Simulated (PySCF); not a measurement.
# C6H7NO2: the cost of one run

Programs: PySCF 2.14.0, with routines of our own; each step states its level. All values are computed. Atoms count from 0.

## 1. The system as given

16 atoms, charge 0, multiplicity 1; geometry from: GFN2-xTB.

## 2. Magnetic properties: GIAO PBE0/pcSseg-1

Job settings and geometry (Å):

```
{"job": {"kind": "mag", "xc": "PBE0", "basis": "pcSseg-1", "isotopologues": 0}, "charge": 0, "multiplicity": 1}
C     -2.645115     0.039787    -0.720161
N     -2.352803    -0.099087     0.675901
C     -1.168553    -0.129708     1.121118
C      0.100860    -0.043557     0.442063
C      0.514517     0.095782    -0.862528
C      1.925392     0.114027    -0.858226
C      2.287256    -0.016170     0.453477
O      3.502701    -0.057605     1.008184
O      1.215825    -0.112188     1.247339
H     -3.729619     0.037987    -0.828415
H     -2.248797     0.976238    -1.123002
H     -2.227902    -0.786677    -1.302589
H     -1.075591    -0.238566     2.198061
H     -0.102134     0.177241    -1.732536
H      2.583663     0.208863    -1.695008
H      3.412701    -0.157422     1.964912
```

Method: GIAO PBE0/pcSseg-1 magnetisability, rotational g tensor and spin-rotation constants, non-relativistic, gas phase.

Launch:

```bash
$ OMP_NUM_THREADS=1 python excited_run.py task.json out
```

This one command runs all jobs of the session in turn.

**Question.** How long does this first job take on 1 thread of Arm Neoverse N1, shared host, and how much memory does it need?

About 59 s, with a peak of 0.92 GiB.
